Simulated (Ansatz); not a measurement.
# VCrC2: the cost of one run

Program: Ansatz 0.2.0. Level of theory: DFT PBE, scalar-relativistic, plane waves, PAW. These are calculated values, not measurements.

1 further run of the same task is left out (it didn't finish).

## (1) The system as given

Symmetry: R-3m, No. 166, trigonal system. Conventional cell: a = 2.921 Å, b = 2.921 Å, c = 14.218 Å, α = 90.00°, β = 90.00°, γ = 120.00°. V (site symmetry -3m) is surrounded by 6 C at 2.07 Å. Cr (site symmetry -3m) is surrounded by 6 C at 2.05 Å. C (site symmetry 3m) has 3 Cr at 2.05 Å and 3 V at 2.07 Å as nearest neighbours.

Structure file:

```cif
data_structure
_symmetry_space_group_name_H-M 'R-3m:H'
_symmetry_Int_Tables_number 166
_cell_length_a 2.9213
_cell_length_b 2.9213
_cell_length_c 14.2182
_cell_angle_alpha 90.000
_cell_angle_beta 90.000
_cell_angle_gamma 120.000
_cell_volume 105.08
loop_
_atom_site_label
_atom_site_type_symbol
_atom_site_symmetry_multiplicity
_atom_site_Wyckoff_symbol
_atom_site_fract_x
_atom_site_fract_y
_atom_site_fract_z
_atom_site_occupancy
V1 V 3 a 0.00000 0.00000 0.00000 1
Cr1 Cr 3 b 0.66667 0.33333 0.83333 1
C1 C 6 c 0.00000 0.00000 0.75124 1
```

The start is a polymorph listed in a database, not an invented cell.

## (2) The guess as it stands, on a coarse mesh

Input file input.yaml:

```yaml
crystal:
  lattice:
    - [1.46063206, 0.84329631, 4.73938513]
    - [-1.46063206, 0.84329631, 4.73938513]
    - [0.0, -1.68659263, 4.73938513]
  atoms:
    - { symbol: V, position: [0.0, 0.0, 0.0], spin: 2.0 }
    - { symbol: Cr, position: [0.5, 0.5, 0.5], spin: 3.0 }
    - { symbol: C, position: [0.75124103, 0.75124103, 0.75124103] }
    - { symbol: C, position: [0.24875897, 0.24875897, 0.24875897] }
basis:
  ecutwfc: 420
kpoints:
  mp_grid: { grid: [6, 6, 6] }
hamiltonian:
  xc: pbe
scf:
  occupations: { method: gaussian, width: 0.1 }
  lower_state_search: "off"
output:
  forces: true
  stress: true
  eigenvalues: true
  populations: true
magnetization:
  spin_polarized: true
```

Command:

```console
> ansatz run input.yaml --threads 1 --pin off --max-ram 2560MiB --backend cpu --events-out ev --progress --plain --runs-dir out
```

Q: Estimate wall time and peak memory on 1 thread of Intel Xeon at 2.70GHz, shared host.

About 10 s, with a peak of 0.37 GiB.
